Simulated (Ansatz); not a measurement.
# LaTe3Cl3: the cost of one run

Program: Ansatz 0.2.0. Level of theory: DFT PBE, scalar-relativistic, plane waves, PAW. These are calculated values, not measurements.

### 1 The structure to begin with

It takes space group Pm-3m (No. 221, cubic). Conventional cell: a = 6.135 Å, b = 6.135 Å, c = 6.135 Å, α = 90.00°, β = 90.00°, γ = 90.00°. La (site symmetry m-3m) is surrounded by 6 Te at 3.07 Å. Te (site symmetry 4/mmm) is surrounded by 2 La at 3.07 Å and 4 Cl at 3.07 Å. Around Cl (site symmetry 4/mmm) lie 4 Te at 3.07 Å.

Coordinates:

```cif
data_structure
_symmetry_space_group_name_H-M 'Pm-3m'
_symmetry_Int_Tables_number 221
_cell_length_a 6.1354
_cell_length_b 6.1354
_cell_length_c 6.1354
_cell_angle_alpha 90.000
_cell_angle_beta 90.000
_cell_angle_gamma 90.000
_cell_volume 230.96
loop_
_atom_site_label
_atom_site_type_symbol
_atom_site_symmetry_multiplicity
_atom_site_Wyckoff_symbol
_atom_site_fract_x
_atom_site_fract_y
_atom_site_fract_z
_atom_site_occupancy
La1 La 1 b 0.50000 0.50000 0.50000 1
Te1 Te 3 c 0.50000 0.50000 0.00000 1
Cl1 Cl 3 d 0.50000 0.00000 0.00000 1
```

The cell is invented: species swapped into a database cell of La3GaBr3 (Pm-3m, No. 221), with Te on the La sites, La on the Ga sites and Cl on the Br sites. Lengths come from tabulated atomic sizes and are only a guess.

### 2 The guess as it stands, on a coarse mesh

input.yaml

```yaml
crystal:
  lattice:
    - [6.13541132, 0.0, 0.0]
    - [0.0, 6.13541132, 0.0]
    - [0.0, 0.0, 6.13541132]
  atoms:
    - { symbol: La, position: [0.5, 0.5, 0.5] }
    - { symbol: Te, position: [0.5, 0.5, 0.0] }
    - { symbol: Te, position: [0.0, 0.5, 0.5] }
    - { symbol: Te, position: [0.5, 0.0, 0.5] }
    - { symbol: Cl, position: [0.5, 0.0, 0.0] }
    - { symbol: Cl, position: [0.0, 0.5, 0.0] }
    - { symbol: Cl, position: [0.0, 0.0, 0.5] }
basis:
  ecutwfc: 420
kpoints:
  mp_grid: { grid: [4, 4, 4] }
hamiltonian:
  xc: pbe
scf:
  occupations: { method: gaussian, width: 0.1 }
  lower_state_search: "off"
output:
  forces: true
  stress: true
  eigenvalues: true
```

The run is started by

```sh
> ansatz run input.yaml --threads 1 --pin off --max-ram 2048MiB --backend cpu --events-out ev --progress --plain --runs-dir out
```

**Question.** How long does this run take on 1 thread of AMD EPYC 9R45 (Zen 5), shared host, and how much memory does it need?

About 5.2 s, with a peak of 0.57 GiB.
